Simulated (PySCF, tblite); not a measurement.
**C₁₀H₇FSi: geometry, infrared bands and NMR shifts**

What infrared bands and NMR shifts should C₁₀H₇FSi (`C#Cc1cccc2c1C=C(F)[SiH2]2`) show?

The runs use tblite 0.8.0 and PySCF 2.14.0, with density-fitted response routines of our own; the level of theory stands in each step. All values are computed, except where a source is named. Atoms count from 0, in the outputs and in this text.

### Step 1. Starting geometry

19 atoms, charge 0, multiplicity 1; geometry from: force field or distance geometry start.

Bonds of the start (Å): C0–C1 1.22, C1–C2 1.42, C2–C3 1.41, C3–C4 1.40, C4–C5 1.40, C5–C6 1.39, C6–C7 1.43, C7–C8 1.49, C8–C9 1.35, C9–F10 1.34, C9–Si11 1.86, C7–C2 1.40, Si11–C6 1.90, C0–H12 1.05, C3–H13 1.09, C4–H14 1.10, C5–H15 1.08, C8–H16 1.07, Si11–H17 1.48, Si11–H18 1.48.

### Step 2. Geometry optimisation with GFN2-xTB

The job: settings as JSON, then the geometry in Å.

```
{"job": {"kind": "relax", "xc": "GFN2-xTB", "basis": "xTB"}, "charge": 0, "multiplicity": 1}
C      3.519800    -1.270400     0.344800
C      2.520500    -0.590700     0.199600
C      1.362000     0.208300     0.049800
C      1.497300     1.604600    -0.123500
C      0.377500     2.425500    -0.270300
C     -0.913900     1.890200    -0.285300
C     -1.056400     0.519400    -0.126500
C      0.074700    -0.331500     0.047300
C     -0.273000    -1.768500     0.199800
C     -1.601100    -2.014100     0.161100
F     -2.109300    -3.253500     0.278500
Si    -2.652900    -0.501000    -0.084300
H      4.379800    -1.863300     0.476700
H      2.494800     2.042700    -0.117700
H      0.515700     3.507500    -0.399000
H     -1.771100     2.544900    -0.397300
H      0.475600    -2.525800     0.336500
H     -3.493200    -0.160200     1.089900
H     -3.356600    -0.455000    -1.387600
```

The run is started by

```console
$ OMP_NUM_THREADS=1 python probes_run.py task.json out
```

The driver reads the jobs from task.json and runs them one after another.

Log:

```text
step      E/eV     max force
  0    -852.59566    1.573
  1    -852.58695    4.287
  2    -852.65989    0.833
  3    -852.67504    0.565
  4    -852.68636    0.277
  5    -852.69889    0.242
  6    -852.70172    0.141
  7    -852.70504    0.120
  8    -852.70708    0.115
  9    -852.70985    0.134
 10    -852.71215    0.125
 11    -852.71369    0.079
 12    -852.71451    0.078
 13    -852.71515    0.089
 14    -852.71587    0.087
 15    -852.71653    0.065
 16    -852.71691    0.038
 17    -852.71710    0.029
 18    -852.71725    0.028
 19    -852.71741    0.031
 20    -852.71758    0.028
 21    -852.71774    0.033
 22    -852.71791    0.032
 23    -852.71806    0.033
 24    -852.71817    0.025
 25    -852.71824    0.019
 26    -852.71830    0.026
 27    -852.71839    0.032
 28    -852.71848    0.027
 29    -852.71855    0.020
 30    -852.71861    0.014
 31    -852.71866    0.023
 32    -852.71873    0.030
 33    -852.71883    0.029
 34    -852.71895    0.025
 35    -852.71909    0.027
 36    -852.71922    0.028
 37    -852.71934    0.023
 38    -852.71941    0.016
 39    -852.71945    0.014
 40    -852.71948    0.013
 41    -852.71950    0.009
```

Run time: 0.34 s. Hardware: 1 thread of Arm Neoverse V2, shared host.

The steps of the relaxation: (not every step is listed) (the energy doesn't fall at every step)

| step | energy from step 0 (eV) | largest force (eV/Å) |
| --- | --- | --- |
| 0 | 0.0000 | 1.5733 |
| 1 | 0.0087 | 4.2874 |
| 2 | -0.0642 | 0.8328 |
| 3 | -0.0794 | 0.5647 |
| 4 | -0.0907 | 0.2774 |
| 5 | -0.1032 | 0.2416 |
| 6 | -0.1061 | 0.1412 |
| 7 | -0.1094 | 0.1199 |
| 8 | -0.1114 | 0.1146 |
| 10 | -0.1165 | 0.1251 |
| 12 | -0.1189 | 0.0777 |
| 14 | -0.1202 | 0.0868 |
| 16 | -0.1213 | 0.0376 |
| 18 | -0.1216 | 0.0275 |
| 20 | -0.1219 | 0.0279 |
| 22 | -0.1223 | 0.0323 |
| 24 | -0.1225 | 0.0253 |
| 26 | -0.1226 | 0.0256 |
| 28 | -0.1228 | 0.0272 |
| 30 | -0.1230 | 0.0144 |
| 32 | -0.1231 | 0.0305 |
| 34 | -0.1233 | 0.0247 |
| 36 | -0.1236 | 0.0278 |
| 37 | -0.1237 | 0.0234 |
| 38 | -0.1238 | 0.0164 |
| 39 | -0.1238 | 0.0140 |
| 40 | -0.1238 | 0.0130 |
| 41 | -0.1238 | 0.0091 |

Close pairs (by a distance rule), those that changed most:

| bond | before (Å) | after (Å) | change (Å) |
| --- | --- | --- | --- |
| C9–Si11 | 1.859 | 1.897 | +0.038 |
| C7–C8 | 1.486 | 1.453 | -0.033 |
| Si11–H17 | 1.484 | 1.462 | -0.022 |
| Si11–H18 | 1.482 | 1.462 | -0.020 |
| C4–H14 | 1.098 | 1.080 | -0.018 |
| C6–C7 | 1.426 | 1.408 | -0.018 |
| C3–C4 | 1.396 | 1.380 | -0.017 |
| C0–C1 | 1.217 | 1.201 | -0.016 |

The next job starts from the end point, and lists it.

### Step 3. Infrared spectrum with GFN2-xTB

The job: settings as JSON, then the geometry in Å.

```
{"job": {"kind": "ir", "xc": "GFN2-xTB", "basis": "xTB"}, "charge": 0, "multiplicity": 1}
C      3.437600    -1.296174     0.345528
C      2.469342    -0.599203     0.207885
C      1.334907     0.230664     0.044521
C      1.499806     1.610115    -0.114563
C      0.403568     2.432110    -0.275385
C     -0.880644     1.897128    -0.280225
C     -1.070497     0.538931    -0.124031
C      0.044497    -0.304991     0.039457
C     -0.257337    -1.717896     0.194843
C     -1.560852    -2.014661     0.160363
F     -2.008228    -3.281397     0.289549
Si    -2.655938    -0.485712    -0.084979
H      4.282044    -1.907092     0.465474
H      2.498712     2.021683    -0.110187
H      0.544545     3.495967    -0.397914
H     -1.732574     2.549337    -0.406372
H      0.537277    -2.436448     0.324359
H     -3.513350    -0.213660     1.067592
H     -3.382679    -0.509449    -1.353379
```

Log:

```text
mode    cm-1     km/mol
  1      74.0      1.32
  2     105.7      0.10
  3     121.2      0.02
  4     154.6      0.39
  5     242.9      2.68
  6     270.7      1.85
  7     314.4      3.15
  8     330.8      0.23
  9     340.0      9.81
 10     371.4      8.68
 11     406.8      2.44
 12     453.8     40.18
 13     468.1     11.24
 14     502.1      1.14
 15     520.3      1.78
 16     530.0     32.05
 17     538.4     23.12
 18     612.5     62.95
 19     636.3      0.11
 20     645.7     27.02
 21     673.3    134.41
 22     673.7     16.57
 23     703.3      0.31
 24     756.8    258.19
 25     797.1      8.27
 26     852.6     11.84
 27     866.7     28.41
 28     872.6      9.67
 29     899.3      0.98
 30     921.5      0.10
 31    1094.5     34.11
 32    1120.8     81.90
 33    1172.6     26.83
 34    1195.2     55.40
 35    1223.8     37.00
 36    1237.1      6.78
 37    1261.4      4.74
 38    1335.9      5.46
 39    1403.8      6.65
 40    1444.8      1.75
 41    1558.4      0.33
 42    1569.4     30.32
 43    1609.7     60.62
 44    2252.4      0.21
 45    2274.7    431.70
 46    2278.0    186.31
 47    3072.0      9.52
 48    3080.0     44.01
 49    3090.6     64.71
 50    3095.8     18.40
 51    3394.1      4.32
```

Run time: 0.87 s. Hardware: 1 thread of Arm Neoverse V2, shared host.

Which atoms move in the most intense modes:

```
cm⁻¹  km/mol                                   atoms
 612    63.0  H17 23 %, H18 23 %, C4 12 %, Si11 11 %
 673   134.4  C4 20 %, Si11 17 %, H18 12 %, H17 12 %
 757   258.2                      H17 45 %, H18 45 %
1121    81.9             H13 20 %, H16 17 %, C9 15 %
1610    60.6                        C9 43 %, C8 43 %
2275   431.7                      H17 51 %, H18 45 %
2278   186.3                      H18 52 %, H17 46 %
3091    64.7                      H13 46 %, H14 38 %
```

### Step 4. NMR shieldings: PBE0/pcSseg-1

Settings changed since step 3:

```diff
@@ -1,2 +1,2 @@
-{"job": {"kind": "ir", "xc": "GFN2-xTB", "basis": "xTB"}, "charge": 0, "multiplicity": 1}
+{"job": {"kind": "nmr", "xc": "PBE0", "basis": "pcSseg-1"}, "charge": 0, "multiplicity": 1}
 C      3.437600    -1.296174     0.345528
```

Level: GIAO PBE0/pcSseg-1 NMR shielding, non-relativistic, gas phase.

Log:

```text
coarse grid: 17912 points
cycle   1  E = -773.6308778300  dE =  2.243e+00  |g| = 5.600e-01  |ddm| = 4.810e+00
cycle   2  E = -773.6081394313  dE =  2.274e-02  |g| = 6.717e-01  |ddm| = 1.405e+00
cycle   3  E = -773.6981316143  dE = -8.999e-02  |g| = 1.198e-01  |ddm| = 6.983e-01
cycle   4  E = -773.7013530762  dE = -3.221e-03  |g| = 4.313e-02  |ddm| = 1.603e-01
cycle   5  E = -773.7017710995  dE = -4.180e-04  |g| = 1.626e-02  |ddm| = 5.406e-02
cycle   6  E = -773.7018201021  dE = -4.900e-05  |g| = 6.478e-03  |ddm| = 2.171e-02
cycle   7  E = -773.7018295120  dE = -9.410e-06  |g| = 2.525e-03  |ddm| = 7.836e-03
final grid: 173216 points
cycle   8  E = -773.7799628524  dE = -4.083e-05  |g| = 8.318e-03  |ddm| = 9.146e-02
cycle   9  E = -773.7799218115  dE =  4.104e-05  |g| = 1.511e-02  |ddm| = 2.645e-02
cycle  10  E = -773.7799799432  dE = -5.813e-05  |g| = 3.016e-03  |ddm| = 1.655e-02
cycle  11  E = -773.7799821072  dE = -2.164e-06  |g| = 5.323e-04  |ddm| = 2.843e-03
cycle  12  E = -773.7799821603  dE = -5.306e-08  |g| = 1.996e-04  |ddm| = 6.968e-04
cycle  13  E = -773.7799821686  dE = -8.350e-09  |g| = 5.970e-05  |ddm| = 2.482e-04
cycle  14  E = -773.7799821695  dE = -8.704e-10  |g| = 2.218e-05  |ddm| = 9.084e-05
converged SCF energy = -773.7799821695

GIAO shielding tensors (ppm)
atom      isotropic    diamagn.    paramagn.     s11        s22        s33       span
  0 C       95.134     261.117    -165.983     33.726     49.576    202.101    168.375
  1 C      100.195     246.531    -146.336     -4.005      5.551    299.039    303.043
  2 C       65.942     255.280    -189.338    -24.327     55.327    166.825    191.152
  3 C       44.397     247.053    -202.656    -63.559     29.526    167.224    230.783
  4 C       55.831     254.218    -198.387    -52.645     43.040    177.098    229.743
  5 C       46.864     251.693    -204.829    -64.892     31.485    173.998    238.890
  6 C       54.218     258.618    -204.399    -35.051     24.501    173.205    208.256
  7 C       30.959     256.509    -225.550    -68.390      5.918    155.350    223.740
  8 C       51.323     247.560    -196.238    -55.811     76.220    133.559    189.370
  9 C        0.337     259.880    -259.543    -87.047     35.925     52.133    139.179
 10 F      289.269     470.659    -181.390    167.558    249.303    450.947    283.388
 11 Si     407.193     881.977    -474.784    375.235    393.829    452.515     77.280
 12 H       28.666      34.635      -5.970     24.282     25.255     36.460     12.178
 13 H       23.882      30.456      -6.575     20.453     23.114     28.078      7.625
 14 H       24.380      29.347      -4.967     21.236     24.974     26.931      5.696
 15 H       24.128      30.553      -6.425     20.314     23.868     28.201      7.886
 16 H       24.175      31.027      -6.852     21.319     21.344     29.862      8.543
 17 H       26.824      28.259      -1.435     23.620     24.760     32.093      8.474
 18 H       26.826      28.260      -1.435     23.619     24.762     32.096      8.477
```

Run time: 68 s. Hardware: 1 thread of Arm Neoverse V2, shared host; peak memory 1.1 GiB.

The references, computed at this level on geometries of the same kind, shield at (ppm): 1H TMS 31.72, 13C TMS 186.9, 29Si TMS 349.2, 19F CFCl3 170.9. Their shielding less the atom's gives the shift. The references are single molecules in the gas phase, so shifts against H2O, NH3, PH3, H3PO4 or CFCl3 are not on the usual liquid scales and can be off by tens of ppm. Atoms listed in one row are averaged.

```csv
atoms,environment,σ (ppm),δ (ppm),δ scaled to CDCl3
C9,fully substituted alkene carbon,0.3,186.6,180.2
C7,substituted aromatic carbon,31.0,156.0,150.3
C3,aromatic CH,44.4,142.5,137.2
C5,aromatic CH,46.9,140.1,134.8
C8,alkene CH,51.3,135.6,130.4
C6,substituted aromatic carbon,54.2,132.7,127.6
C4,aromatic CH,55.8,131.1,126.0
C2,substituted aromatic carbon,65.9,121.0,116.2
C0,terminal alkyne carbon,95.1,91.8,87.7
C1,alkyne carbon,100.2,86.7,82.7
H13,hydrogen on an aromatic CH,23.88,7.84,7.49
H15,hydrogen on an aromatic CH,24.13,7.59,7.26
H16,hydrogen on an alkene CH,24.17,7.54,7.22
H14,hydrogen on an aromatic CH,24.38,7.34,7.02
"H17, H18","hydrogen on a silicon bonded to 2 C, in a 5-membered ring",26.82,4.89,–
H12,hydrogen on a terminal alkyne carbon,28.67,3.05,2.98
F10,vinylic fluorine,289.3,-118.3,–
Si11,"silicon bonded to 2 C, 2 H, in a 5-membered ring",407.2,-58.0,–
```

The scaled column applies a straight-line fit of computed shieldings to shifts measured in CDCl3, and one for carbons that bear F (root-mean-square error 0.16 ppm for H, 1.9 ppm for C).

Charges from the same density, by scheme (e):

| atoms | Mulliken | IAO | Hirshfeld | ESP fit |
| --- | --- | --- | --- | --- |
| C0 | -0.39 | -0.24 | -0.10 | -0.34 |
| C1 | 0.42 | -0.03 | -0.04 | -0.15 |
| C2 | -0.19 | -0.03 | 0.00 | 0.25 |
| C3 | -0.01 | -0.13 | -0.03 | -0.23 |
| C4 | -0.05 | -0.16 | -0.05 | -0.18 |
| C5 | -0.04 | -0.13 | -0.04 | -0.15 |
| C6 | -0.35 | -0.28 | -0.10 | -0.19 |
| C7 | -0.13 | 0.03 | 0.01 | 0.08 |
| C8 | -0.06 | -0.19 | -0.07 | -0.32 |
| C9 | 0.06 | 0.03 | 0.00 | 0.07 |
| F10 | -0.28 | -0.26 | -0.09 | -0.16 |
| Si11 | 0.74 | 0.74 | 0.34 | 0.45 |

Mayer bond orders: C0–C1 2.31, C1–C2 0.99, C2–C3 1.40, C3–C4 1.47, C4–C5 1.40, C5–C6 1.47, C6–C7 1.36, C7–C8 1.12, C8–C9 1.70, C9–F10 0.89, C9–Si11 0.89, C7–C2 1.31, Si11–C6 0.85.

Ring of atoms C2, C3, C4, C5, C6, C7: NICS(0) -6.7, NICS(1) -9.7, NICS(1)zz -22.7 ppm (means of both faces).

Ring of atoms C6, C7, C8, C9, Si11: NICS(0) 1.8, NICS(1) -0.4, NICS(1)zz 8.0 ppm (means of both faces).

### Step 5. What came out

| quantity | value |
| --- | --- |
| strongest single infrared mode (GFN2-xTB) | 2275 cm⁻¹, 432 km/mol |
| zero-point energy (GFN2-xTB) | 79.2 kcal/mol |
| 13C shifts against TMS (PBE0/pcSseg-1) | 186.6, 156.0, 142.5, 140.1, 135.6, 132.7, 131.1, 121.0, 91.8, 86.7 ppm |
| 1H shifts against TMS (PBE0/pcSseg-1, means over atoms taken as alike) | 7.84, 7.59, 7.54, 7.34, 4.89, 3.05 ppm |
| 19F shifts against CFCl3 (PBE0/pcSseg-1) | -118.3 ppm |
| 29Si shifts against TMS (PBE0/pcSseg-1) | -58.0 ppm |

In words: The optimisation took 41 steps and gained 0.124 eV; among the close pairs (by a distance rule), C9–Si11 changed most, from 1.859 to 1.897 Å. No mode is imaginary among the 51: a minimum at this level. Unscaled tight-binding wavenumbers are off by several per cent, some by more. Its intensities can rank the bands wrongly. At PBE0/pcSseg-1: The widest tensor belongs to C1: span 303 ppm, with a paramagnetic part of -146 ppm. NICS(1)zz of -23 ppm above the planar ring from C2 marks a diatropic (aromatic) ring current.
